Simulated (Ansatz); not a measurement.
# CH₃FIIn: how energies converge with the basis set

One table from this session's results is given with a row withheld; the runs are named, their logs left out.

Computed with Ansatz 0.2.0, Gaussian basis. Level: one geometry, several basis sets.

Plan: PBE0-D4/def2-SVP; ωB97M-V/def2-SVP; PBE0-D4/def2-QZVPP; ωB97M-V/def2-QZVPP; the functionals' def2-TZVPP values are taken from earlier runs.

## The relaxed structure

The geometry comes from an earlier relaxation with PBE0-D4 in a triple-zeta def2 set; it is a stationary point, not always the lowest conformer. In, I take the def2 core potential; no spin-orbit term is included.

SMILES `F[CH2][InH][I]`, 7 atoms, charge 0, spin multiplicity 1.

Atoms are counted from 1 here; the program's logs count them from 0.

Bond lengths: F1–C2 1.385 Å, C2–In3 2.168 Å, C2–H5 1.094 Å, C2–H6 1.094 Å, In3–I4 2.684 Å, In3–H7 1.707 Å. Angles: F1–C2–In3 112.1°, F1–C2–H5 108.8°, F1–C2–H6 108.8°, In3–C2–H5 109.4°, In3–C2–H6 109.4°, H5–C2–H6 108.3°, C2–In3–I4 109.4°, C2–In3–H7 135.0°, I4–In3–H7 115.6°.

Set-up of the first run:

in.yaml reads:

```yaml
crystal:
  periodic: [false, false, false]
  atoms:
    - {symbol: F, position_ang: [1.158548, 1.201066, 1.326127]}
    - {symbol: C, position_ang: [-0.004537, 0.596163, 0.879536]}
    - {symbol: In, position_ang: [0.317241, -0.550697, -0.932027]}
    - {symbol: I, position_ang: [-1.996270, -1.673638, -1.700031]}
    - {symbol: H, position_ang: [-0.754352, 1.369755, 0.691609]}
    - {symbol: H, position_ang: [-0.382839, -0.063811, 1.665135]}
    - {symbol: H, position_ang: [1.662208, -0.878838, -1.930349]}
basis:
  gaussian: {orbitals: def2-SVP}
hamiltonian: {xc: pbe0, dispersion: d4}
output: {orbitals: {seedname: orbitals}}
```

Steps of the session up to this table: PBE0-D4 in def2-SVP; ωB97M-V in def2-SVP; PBE0-D4 in def2-QZVPP; ωB97M-V in def2-QZVPP.

One of the session's tables, all rows but one given; the rest of the session is left out.

It belongs to the step «Functionals by basis». 

| functional | basis | HOMO (eV) | LUMO (eV) |
| --- | --- | --- | --- |
| PBE0-D4 | def2-SVP | ? | ? |
| PBE0-D4 | def2-TZVPP | -7.29 | -1.96 |
| PBE0-D4 | def2-QZVPP | -7.31 | -1.97 |
| ωB97M-V | def2-SVP | -9.28 | -0.35 |
| ωB97M-V | def2-TZVPP | -9.40 | -0.45 |
| ωB97M-V | def2-QZVPP | -9.42 | -0.48 |

**Question.** Estimate the row for PBE0-D4, def2-SVP.

**Answer.** HOMO (eV): -7.21; LUMO (eV): -1.92. In the column «HOMO (eV)» it is the highest.
